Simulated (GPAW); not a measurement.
# WAu (F-43m) in GPAW: a series of runs

One crystal, WAu, is run at these levels: RPBE, LDA; tasks: optical spectrum.

All numbers are computed with GPAW 26.7.0; they aren't measurements. Logs are shortened: lines on timing, memory, paths and dates and some standing lists are left out, and cuts for length are marked. The log counts tension as positive stress, the text compression.

## Step 1: The structure

The structure is cubic, space group F-43m (No. 216). The conventional cell has a = 5.496 Å, b = 5.496 Å, c = 5.496 Å, α = 90.00°, β = 90.00°, γ = 90.00°. Around W (site symmetry -43m) lie 4 Au at 2.38 Å. Au (site symmetry -43m) has 4 W at 2.38 Å as nearest neighbours.

The cell was built by a generator and needn't be a form met in nature.

## Step 2: Optical spectrum, RPBE

File run.py:

```python
from ase.dft.bandgap import bandgap
from ase.io import read, write
from gpaw import GPAW, PW
from gpaw.response.df import DielectricFunction

atoms = read('POSCAR')

calc = GPAW(mode=PW(500),
            xc='RPBE',
            kpts={'size': (7, 7, 7), 'gamma': True},
            occupations={'name': 'fermi-dirac', 'width': 0.05},
            nbands=25,
            convergence={'density': 1e-06},
            maxiter=150,
            txt='gpaw.txt')
atoms.calc = calc
energy = atoms.get_potential_energy()
calc.write('gs.gpw')
write('result.traj', atoms)
print(f'Energy: {energy:.6f} eV')
print('Fermi level:', round(calc.get_fermi_level(), 4), 'eV')
print(f'Gap: {bandgap(calc)[0]:.4f} eV, direct: {bandgap(calc, direct=True)[0]:.4f} eV')

dense = calc.fixed_density(kpts={'size': (19, 19, 19), 'gamma': True},
                           nbands=39, convergence={'bands': 33, 'eigenstates': 1e-7},
                           update_fermi_level=True, txt='dense.txt')
dense.write('dense.gpw', mode='all')

df = DielectricFunction('dense.gpw', frequencies={'type': 'nonlinear', 'domega0': 0.05, 'omega2': 10},
                        eta=0.1, ecut=50, nbands=33, rate='eta', txt='df.txt')
for direction in ['x']:
    df.get_dielectric_function(xc='RPA', direction=direction, filename=f'df_{direction}.csv')
```

File POSCAR:

```
WAu
1.0
    0.0000000000      2.7479792600      2.7479792600
    2.7479792600      0.0000000000      2.7479792600
    2.7479792600      2.7479792600      0.0000000000
W Au
1 1
Direct
    0.0000000000      0.0000000000      0.0000000000
    0.7500000000      0.7500000000      0.7500000000
```

Potentials or basis: the program's PAW data sets (release 1.2.1) made for this functional, pw.

On the command line:

```console
OMP_NUM_THREADS=1 python run.py
```

gpaw.txt:

```text
__  _  _
 | _ |_)|_||  |
 |__||  | ||/\| - 26.7.0

Input parameters:
  mode=PW(ecut=500.0),
  convergence={'density': 1e-06},
  kpts=MonkhorstPack(size=(7, 7, 7), gamma=True),
  maxiter=150,
  nbands=25,
  occupations=Occupations(name='fermi-dirac', width=0.05),
  xc=XC(name='RPBE')

Diagonalizing LCAO Hamiltonian
Converting LCAO to pw mode

                    Au

       W

Atoms  # Å, Bohr magnetons
|   | symbol |        x |        y |        z |    initial magnetic moments |
|---|--------|----------|----------|----------|-----------------------------|
| 0 |      W | 0.000000 | 0.000000 | 0.000000 | ( 0.0000,  0.0000,  0.0000) |
| 1 |     Au | 4.121969 | 4.121969 | 4.121969 | ( 0.0000,  0.0000,  0.0000) |

Unit cell  # Å
| periodic |        x |        y |        z |  lengths |    angles |
|----------|----------|----------|----------|----------|-----------|
|      yes | 0.000000 | 2.747979 | 2.747979 | 3.886230 | 60.000000 |
|      yes | 2.747979 | 0.000000 | 2.747979 | 3.886230 | 60.000000 |
|      yes | 2.747979 | 2.747979 | 0.000000 | 3.886230 | 60.000000 |

Number of symmetries: 24
Symmetry operations  # r_c * U_cc + t_c -> r_c
|    | kind |            matrix            |
|----|------|------------------------------|
|  0 |  E   |  1, 0, 0,  0, 1, 0,  0, 0, 1 |
|  1 |  σ   |  1, 0, 0,  0, 0, 1,  0, 1, 0 |
|  2 |  σ   |  1, 0,-1,  0, 1,-1,  0, 0,-1 |
|  3 |  C3  |  1, 0,-1,  0, 0,-1,  0, 1,-1 |
|  4 |  C3  |  1,-1, 0,  0,-1, 1,  0,-1, 0 |
|  5 |  σ   |  1,-1, 0,  0,-1, 0,  0,-1, 1 |
|  6 |  σ   |  0, 1, 0,  1, 0, 0,  0, 0, 1 |
|  7 |  C3  |  0, 1, 0,  0, 0, 1,  1, 0, 0 |
|  8 |  C2  |  0, 1,-1,  1, 0,-1,  0, 0,-1 |
|  9 |  S4  |  0, 1,-1,  0, 0,-1,  1, 0,-1 |
| 10 |  C3  |  0, 0, 1,  1, 0, 0,  0, 1, 0 |
| 11 |  σ   |  0, 0, 1,  0, 1, 0,  1, 0, 0 |
| 12 |  S4  |  0, 0,-1,  1, 0,-1,  0, 1,-1 |
| 13 |  C3  |  0, 0,-1,  0, 1,-1,  1, 0,-1 |
| 14 |  S4  |  0,-1, 1,  1,-1, 0,  0,-1, 0 |
| 15 |  C2  |  0,-1, 1,  0,-1, 0,  1,-1, 0 |
| 16 |  C3  |  0,-1, 0,  1,-1, 0,  0,-1, 1 |
| 17 |  S4  |  0,-1, 0,  0,-1, 1,  1,-1, 0 |
| 18 |  S4  | -1, 1, 0, -1, 0, 1, -1, 0, 0 |
| 19 |  C3  | -1, 1, 0, -1, 0, 0, -1, 0, 1 |
| 20 |  C3  | -1, 0, 1, -1, 1, 0, -1, 0, 0 |
| 21 |  S4  | -1, 0, 1, -1, 0, 0, -1, 1, 0 |
| 22 |  σ   | -1, 0, 0, -1, 1, 0, -1, 0, 1 |
| 23 |  C2  | -1, 0, 0, -1, 0, 1, -1, 1, 0 |

BZ-sampling:
  Number of BZ points: 343
  Number of IBZ points: 20

  Monkhorst-Pack size: [7, 7, 7]
  Monkhorst-Pack shift: [0, 0, 0]

K-points  # in reciprocal-cell coordinates
|     |                                coordinates |     weight |
|-----|--------------------------------------------|------------|
|   0 | (  0.00000000,   0.00000000,   0.00000000) | 0.00291545 |
|   1 | (  0.14285714,   0.14285714,   0.00000000) | 0.01749271 |
|   2 | (  0.14285714,   0.14285714,   0.14285714) | 0.02332362 |
|   3 | (  0.28571429,   0.14285714,   0.14285714) | 0.03498542 |
|   4 | (  0.28571429,   0.28571429,   0.00000000) | 0.01749271 |
|   5 | (  0.28571429,   0.28571429,   0.14285714) | 0.06997085 |
|   6 | (  0.28571429,   0.28571429,   0.28571429) | 0.02332362 |
|   7 | (  0.42857143,  -0.28571429,  -0.28571429) | 0.03498542 |
|   8 | (  0.42857143,   0.28571429,  -0.42857143) | 0.13994169 |
|   9 | (  0.42857143,   0.28571429,  -0.28571429) | 0.06997085 |
| ... |                                            |            |
|  19 | (  0.42857143,   0.42857143,   0.42857143) | 0.02332362 |

Plane wave coefficients: 1067
Cutoff: 500.0 eV

Spin-components: 1 (collinear spins)
Bands:           25
Projectors:      12
Spin-degeneracy: 2
Datatype:        complex128

Parallelization:
  kpt:    1
  domain: 1
  band:   1

Density:
  Valence electrons: 25.0
  Components: 1
  Grid points: [21 21 21]
  Charge: 0.0  # |e|

Potential:
  Grid points: [21 21 21]

species:
  W:
    name:    Tungsten
    Z:       74.0
    valence: 14
    core:    60
    charge:  0.0  # [|e|]
    compensation charges:
      type: gauss
      rc: 0.40  # [Å]
      lmax: 2
    cutoffs:
      filter: 2.36  # [Å]
      core: 3.02  # [Å]
    projectors
    | kind |    occ | energy [eV] | rcut [Å] |
    |------|--------|-------------|----------|
    |   5s |  2.000 |     -78.791 |    1.344 |
    |   6s |  2.000 |      -5.630 |    1.344 |
    |   5p |  6.000 |     -43.201 |    1.355 |
    |   6p |  0.000 |      -1.361 |    1.355 |
    |   5d |  4.000 |      -4.443 |    1.228 |
    |    d |        |      22.768 |    1.228 |

    Using partial waves for W as LCAO basis

  Au:
    name:    Gold
    Z:       79.0
    valence: 11
    core:    68
    charge:  0.0  # [|e|]
    compensation charges:
      type: gauss
      rc: 0.42  # [Å]
      lmax: 2
    cutoffs:
      filter: 2.33  # [Å]
      core: 2.81  # [Å]
    projectors
    | kind |    occ | energy [eV] | rcut [Å] |
    |------|--------|-------------|----------|
    |   6s |  1.000 |      -5.611 |    1.323 |
    |   6p |  0.000 |      -0.793 |    1.323 |
    |   5d | 10.000 |      -6.824 |    1.323 |
    |    s |        |      21.600 |    1.323 |
    |    p |        |      26.419 |    1.323 |
    |    d |        |      20.388 |    1.323 |

    Using partial waves for Au as LCAO basis

Reference energy: -955397.865929  # eV

eigensolver:
  PPCG
  Converge bands: occupied
  niter=2

density mixing:
  MSR1-Mixer
  Pratt-step length: 0.05
  Maximum mixing coefficient: 0.75
  Old densities: 10
  SVD Regularization: 0.005
  Good broyden scale: 1.0
  Trust region scale: 1.0
  Backstep threshold: 4.0
  History deletion threshold: 6.0
  Fourier metric: weight=20.0, sigma=0.015

occupation numbers:
  Fermi-Dirac:
    width: 0.0500  # eV

poisson solver:
  ecut: 4000.0  # eV

xc functional:
  name: RPBE with 2 nearest neighbor stencil

convergence criteria:
- Maximum integral of absolute [dens]ity change: 1e-06 electrons / valence electron
- Maximum [total energy] change in last 3 cyles: 0.0005 eV / valence electron
- Maximum integral of absolute [eigenst]ate change: 4e-08 eV^2 / valence electron
maximum number of iterations: 150

SCF iterations
|iter     | |      energy | eigst |  dens |
|---------|-|-------------|-------|-------|
|iter:   1| |  -10.805451 | -0.09 |       |
|iter:   2| |  -10.108732 | -2.28 | -0.96 |
|iter:   3| |   -8.959086 | -1.72 | -1.05 |
|iter:   4| |   -8.887442 | -2.69 | -1.49 |
|iter:   5| |   -8.871669 | -3.33 | -1.83 |
|iter:   6| |   -8.871024 | -3.84 | -2.32 |
|iter:   7| |   -8.871117c| -5.17 | -3.09 |
|iter:   8| |   -8.871141c| -5.67 | -3.52 |
|iter:   9| |   -8.871139c| -8.09c| -4.35 |
|iter:  10| |   -8.871138c| -7.50c| -4.64 |
|iter:  11| |   -8.871138c| -8.28c| -5.48 |
|iter:  12| |   -8.871137c| -8.99c| -6.04c|

Converged in 12 steps
Energy contributions relative to reference atoms: (reference = -955397.865929)

Energy contributions:
  Kinetic:          18.841138
  Coulomb:         -18.636146
  Zero:              0.298417
  External:          0.000000
  Xc:               -9.365070
  Entropy:          -0.018954
  Spinorbit:         0.000000
  ----------------------------
  Free energy:      -8.880615
  Extrapolated:     -8.871137

dipole moment: (-15.707971, -15.707971, -15.707971)  # |e|*Ang

Fermi level: 9.176
Eigenvalues  # (at kpt = [0.000, 0.000, 0.000])
| band index |      eig [eV] | occ [0-2] |
|------------|---------------|-----------|
|          0 |       -64.767 |     2.000 |
|        ... |               |           |
|          5 |         2.416 |     2.000 |
|          6 |         2.416 |     2.000 |
|          7 |         2.790 |     2.000 |
|          8 |         2.790 |     2.000 |
|          9 |         2.790 |     2.000 |
|         10 |         8.272 |     2.000 |
[... 8 lines left out ...]
|         19 |        21.307 |     0.000 |
|         20 |        23.440 |     0.000 |
|        ... |               |           |
|         24 |        24.488 |     0.000 |

No gap
No difference between direct/indirect transitions
# Writing to gs.gpw (mode='')
```

It took 4.1 min on 1 thread of Arm Neoverse V2, shared host; peak memory 0.53 GiB.

Results:

| Quantity | Value |
| --- | --- |
| Free energy | -8.8806 eV |
| Band gap on the k mesh | none (metal or under the smearing width) |

Dielectric function (mean over the directions given):
| energy (eV) | real part | imaginary part |
| --- | --- | --- |
| 0.41 | -115.82 | 89.17 |
| 1.26 | 3.05 | 12.56 |
| 2.30 | -3.22 | 25.48 |
| 3.30 | -3.33 | 8.16 |
| 4.30 | 0.15 | 7.45 |
| 5.31 | -2.42 | 5.27 |
| 6.31 | 0.29 | 5.43 |
| 7.12 | -0.44 | 4.50 |
| 8.16 | 0.13 | 4.37 |
| 9.18 | -1.43 | 3.88 |
| 10.16 | -0.91 | 3.47 |
| 11.20 | -1.75 | 2.06 |
| 12.19 | -1.09 | 1.33 |
| 13.00 | -0.83 | 1.10 |
| 14.10 | -0.28 | 1.01 |
| 15.13 | -0.38 | 0.91 |
| 16.21 | -0.10 | 0.81 |
| 17.36 | -0.07 | 0.59 |
| 18.58 | 0.11 | 0.42 |
| 19.87 | 0.38 | 0.40 |

Caveat: the intraband term hangs on this k mesh; the long-wavelength limit can be off by several per cent where d states take part; independent-particle spectra lack excitons.

## Step 3: Optical spectrum, LDA

run.py, as its differences from that of step 2:

```diff
@@ -8,3 +8,3 @@
 calc = GPAW(mode=PW(500),
-            xc='RPBE',
+            xc='LDA',
             kpts={'size': (7, 7, 7), 'gamma': True},
```

POSCAR is that of step 2.

Potentials or basis: the program's PAW data sets (release 1.2.1) made for this functional, pw.

On the command line:

```console
OMP_NUM_THREADS=1 python run.py
```

gpaw.txt:

```text
__  _  _
 | _ |_)|_||  |
 |__||  | ||/\| - 26.7.0

Input parameters:
  mode=PW(ecut=500.0),
  convergence={'density': 1e-06},
  kpts=MonkhorstPack(size=(7, 7, 7), gamma=True),
  maxiter=150,
  nbands=25,
  occupations=Occupations(name='fermi-dirac', width=0.05),
  xc=XC(name='LDA')

Diagonalizing LCAO Hamiltonian
Converting LCAO to pw mode

                    Au

       W

Atoms  # Å, Bohr magnetons
|   | symbol |        x |        y |        z |    initial magnetic moments |
|---|--------|----------|----------|----------|-----------------------------|
| 0 |      W | 0.000000 | 0.000000 | 0.000000 | ( 0.0000,  0.0000,  0.0000) |
| 1 |     Au | 4.121969 | 4.121969 | 4.121969 | ( 0.0000,  0.0000,  0.0000) |

Unit cell  # Å
| periodic |        x |        y |        z |  lengths |    angles |
|----------|----------|----------|----------|----------|-----------|
|      yes | 0.000000 | 2.747979 | 2.747979 | 3.886230 | 60.000000 |
|      yes | 2.747979 | 0.000000 | 2.747979 | 3.886230 | 60.000000 |
|      yes | 2.747979 | 2.747979 | 0.000000 | 3.886230 | 60.000000 |

Number of symmetries: 24
Symmetry operations  # r_c * U_cc + t_c -> r_c
|    | kind |            matrix            |
|----|------|------------------------------|
|  0 |  E   |  1, 0, 0,  0, 1, 0,  0, 0, 1 |
|  1 |  σ   |  1, 0, 0,  0, 0, 1,  0, 1, 0 |
|  2 |  σ   |  1, 0,-1,  0, 1,-1,  0, 0,-1 |
|  3 |  C3  |  1, 0,-1,  0, 0,-1,  0, 1,-1 |
|  4 |  C3  |  1,-1, 0,  0,-1, 1,  0,-1, 0 |
|  5 |  σ   |  1,-1, 0,  0,-1, 0,  0,-1, 1 |
|  6 |  σ   |  0, 1, 0,  1, 0, 0,  0, 0, 1 |
|  7 |  C3  |  0, 1, 0,  0, 0, 1,  1, 0, 0 |
|  8 |  C2  |  0, 1,-1,  1, 0,-1,  0, 0,-1 |
|  9 |  S4  |  0, 1,-1,  0, 0,-1,  1, 0,-1 |
| 10 |  C3  |  0, 0, 1,  1, 0, 0,  0, 1, 0 |
| 11 |  σ   |  0, 0, 1,  0, 1, 0,  1, 0, 0 |
| 12 |  S4  |  0, 0,-1,  1, 0,-1,  0, 1,-1 |
| 13 |  C3  |  0, 0,-1,  0, 1,-1,  1, 0,-1 |
| 14 |  S4  |  0,-1, 1,  1,-1, 0,  0,-1, 0 |
| 15 |  C2  |  0,-1, 1,  0,-1, 0,  1,-1, 0 |
| 16 |  C3  |  0,-1, 0,  1,-1, 0,  0,-1, 1 |
| 17 |  S4  |  0,-1, 0,  0,-1, 1,  1,-1, 0 |
| 18 |  S4  | -1, 1, 0, -1, 0, 1, -1, 0, 0 |
| 19 |  C3  | -1, 1, 0, -1, 0, 0, -1, 0, 1 |
| 20 |  C3  | -1, 0, 1, -1, 1, 0, -1, 0, 0 |
| 21 |  S4  | -1, 0, 1, -1, 0, 0, -1, 1, 0 |
| 22 |  σ   | -1, 0, 0, -1, 1, 0, -1, 0, 1 |
| 23 |  C2  | -1, 0, 0, -1, 0, 1, -1, 1, 0 |

BZ-sampling:
  Number of BZ points: 343
  Number of IBZ points: 20

  Monkhorst-Pack size: [7, 7, 7]
  Monkhorst-Pack shift: [0, 0, 0]

K-points  # in reciprocal-cell coordinates
|     |                                coordinates |     weight |
|-----|--------------------------------------------|------------|
|   0 | (  0.00000000,   0.00000000,   0.00000000) | 0.00291545 |
|   1 | (  0.14285714,   0.14285714,   0.00000000) | 0.01749271 |
|   2 | (  0.14285714,   0.14285714,   0.14285714) | 0.02332362 |
|   3 | (  0.28571429,   0.14285714,   0.14285714) | 0.03498542 |
|   4 | (  0.28571429,   0.28571429,   0.00000000) | 0.01749271 |
|   5 | (  0.28571429,   0.28571429,   0.14285714) | 0.06997085 |
|   6 | (  0.28571429,   0.28571429,   0.28571429) | 0.02332362 |
|   7 | (  0.42857143,  -0.28571429,  -0.28571429) | 0.03498542 |
|   8 | (  0.42857143,   0.28571429,  -0.42857143) | 0.13994169 |
|   9 | (  0.42857143,   0.28571429,  -0.28571429) | 0.06997085 |
| ... |                                            |            |
|  19 | (  0.42857143,   0.42857143,   0.42857143) | 0.02332362 |

Plane wave coefficients: 1067
Cutoff: 500.0 eV

Spin-components: 1 (collinear spins)
Bands:           25
Projectors:      12
Spin-degeneracy: 2
Datatype:        complex128

Parallelization:
  kpt:    1
  domain: 1
  band:   1

Density:
  Valence electrons: 25.0
  Components: 1
  Grid points: [21 21 21]
  Charge: 0.0  # |e|

Potential:
  Grid points: [21 21 21]

species:
  W:
    name:    Tungsten
    Z:       74.0
    valence: 14
    core:    60
    charge:  0.0  # [|e|]
    compensation charges:
      type: gauss
      rc: 0.40  # [Å]
      lmax: 2
    cutoffs:
      filter: 2.36  # [Å]
      core: 3.02  # [Å]
    projectors
    | kind |    occ | energy [eV] | rcut [Å] |
    |------|--------|-------------|----------|
    |   5s |  2.000 |     -79.053 |    1.344 |
    |   6s |  2.000 |      -5.886 |    1.344 |
    |   5p |  6.000 |     -43.417 |    1.355 |
    |   6p |  0.000 |      -1.469 |    1.355 |
    |   5d |  4.000 |      -4.693 |    1.228 |
    |    d |        |      22.518 |    1.228 |

    Using partial waves for W as LCAO basis

  Au:
    name:    Gold
    Z:       79.0
    valence: 11
    core:    68
    charge:  0.0  # [|e|]
    compensation charges:
      type: gauss
      rc: 0.42  # [Å]
      lmax: 2
    cutoffs:
      filter: 2.33  # [Å]
      core: 2.81  # [Å]
    projectors
    | kind |    occ | energy [eV] | rcut [Å] |
    |------|--------|-------------|----------|
    |   6s |  1.000 |      -6.048 |    1.323 |
    |   6p |  0.000 |      -0.888 |    1.323 |
    |   5d | 10.000 |      -7.129 |    1.323 |
    |    s |        |      21.163 |    1.323 |
    |    p |        |      26.323 |    1.323 |
    |    d |        |      20.082 |    1.323 |

    Using partial waves for Au as LCAO basis

Reference energy: -954829.679149  # eV

eigensolver:
  PPCG
  Converge bands: occupied
  niter=2

density mixing:
  MSR1-Mixer
  Pratt-step length: 0.05
  Maximum mixing coefficient: 0.75
  Old densities: 10
  SVD Regularization: 0.005
  Good broyden scale: 1.0
  Trust region scale: 1.0
  Backstep threshold: 4.0
  History deletion threshold: 6.0
  Fourier metric: weight=20.0, sigma=0.015

occupation numbers:
  Fermi-Dirac:
    width: 0.0500  # eV

poisson solver:
  ecut: 4000.0  # eV

xc functional:
  name: None

convergence criteria:
- Maximum integral of absolute [dens]ity change: 1e-06 electrons / valence electron
- Maximum [total energy] change in last 3 cyles: 0.0005 eV / valence electron
- Maximum integral of absolute [eigenst]ate change: 4e-08 eV^2 / valence electron
maximum number of iterations: 150

SCF iterations
|iter     | |      energy | eigst |  dens |
|---------|-|-------------|-------|-------|
|iter:   1| |  -15.052290 | -0.06 |       |
|iter:   2| |  -14.305239 | -2.22 | -0.95 |
|iter:   3| |  -12.949305 | -1.62 | -1.04 |
|iter:   4| |  -12.823157 | -2.73 | -1.49 |
|iter:   5| |  -12.796796 | -3.46 | -1.86 |
|iter:   6| |  -12.793526 | -4.08 | -2.37 |
|iter:   7| |  -12.793432c| -5.11 | -3.03 |
|iter:   8| |  -12.793443c| -6.21 | -3.68 |
|iter:   9| |  -12.793442c| -8.00c| -4.45 |
|iter:  10| |  -12.793441c| -7.83c| -4.85 |
|iter:  11| |  -12.793441c| -8.54c| -5.54 |
|iter:  12| |  -12.793441c| -9.13c| -6.02c|

Converged in 12 steps
Energy contributions relative to reference atoms: (reference = -954829.679149)

Energy contributions:
  Kinetic:          16.805074
  Coulomb:         -16.866415
  Zero:              0.224865
  External:          0.000000
  Xc:              -12.947517
  Entropy:          -0.018895
  Spinorbit:         0.000000
  ----------------------------
  Free energy:     -12.802888
  Extrapolated:    -12.793441

dipole moment: (-15.776412, -15.776412, -15.776412)  # |e|*Ang

Fermi level: 8.736
Eigenvalues  # (at kpt = [0.000, 0.000, 0.000])
| band index |      eig [eV] | occ [0-2] |
|------------|---------------|-----------|
|          0 |       -65.175 |     2.000 |
|        ... |               |           |
|          5 |         2.008 |     2.000 |
|          6 |         2.008 |     2.000 |
|          7 |         2.368 |     2.000 |
|          8 |         2.368 |     2.000 |
|          9 |         2.368 |     2.000 |
|         10 |         7.804 |     2.000 |
[... 8 lines left out ...]
|         19 |        20.890 |     0.000 |
|         20 |        22.939 |     0.000 |
|        ... |               |           |
|         24 |        24.151 |     0.000 |

No gap
No difference between direct/indirect transitions
# Writing to gs.gpw (mode='')
```

Run time: 4.3 min. Hardware: 1 thread of Arm Neoverse V2, shared host; peak memory 0.53 GiB.

Results:

```yaml
Free_energy: -12.8029 eV
Band_gap_on_the_k_mesh: none (metal or under the smearing width)
```

Dielectric function (mean over the directions given):
| energy (eV) | real part | imaginary part |
| --- | --- | --- |
| 0.41 | -117.34 | 89.57 |
| 0.77 | -28.84 | 21.19 |
| 1.26 | 2.78 | 12.15 |
| 1.77 | 12.25 | 18.18 |
| 2.30 | -2.76 | 25.79 |
| 2.79 | -7.11 | 17.18 |
| 3.17 | -4.96 | 8.87 |
| 3.69 | -1.36 | 7.62 |
| 4.16 | -1.14 | 7.37 |
| 4.65 | -1.13 | 8.11 |
| 5.16 | -2.53 | 5.86 |
| 5.68 | -1.28 | 3.99 |
| 6.07 | 0.03 | 3.98 |
| 6.55 | -0.29 | 5.07 |
| 7.04 | -0.32 | 4.32 |
| 7.55 | -0.51 | 3.96 |
| 8.07 | 0.04 | 4.18 |
| 8.43 | -0.50 | 4.61 |
| 8.89 | -0.69 | 4.28 |
| 9.47 | -1.17 | 3.36 |
| 9.96 | -0.75 | 3.19 |
| 10.46 | -1.67 | 3.53 |
| 10.88 | -1.80 | 2.70 |
| 11.31 | -1.71 | 1.98 |
| 11.85 | -1.28 | 1.49 |
| 12.30 | -1.03 | 1.30 |
| 12.77 | -0.89 | 1.29 |
| 13.36 | -0.62 | 0.96 |
| 13.72 | -0.39 | 0.95 |
| 14.22 | -0.25 | 1.01 |
| 14.73 | -0.28 | 1.09 |
| 15.26 | -0.33 | 0.90 |
| 15.80 | -0.16 | 0.77 |
| 16.36 | -0.11 | 0.83 |
| 16.78 | -0.20 | 0.74 |
| 17.36 | -0.08 | 0.60 |
| 17.96 | 0.04 | 0.53 |
| 18.58 | 0.10 | 0.43 |
| 19.22 | 0.28 | 0.40 |
| 19.87 | 0.37 | 0.39 |

Caveat: the intraband term hangs on this k mesh; the long-wavelength limit can be off by several per cent where d states take part; independent-particle spectra lack excitons. Spin-orbit coupling is left out, which matters for the levels of Au, W.
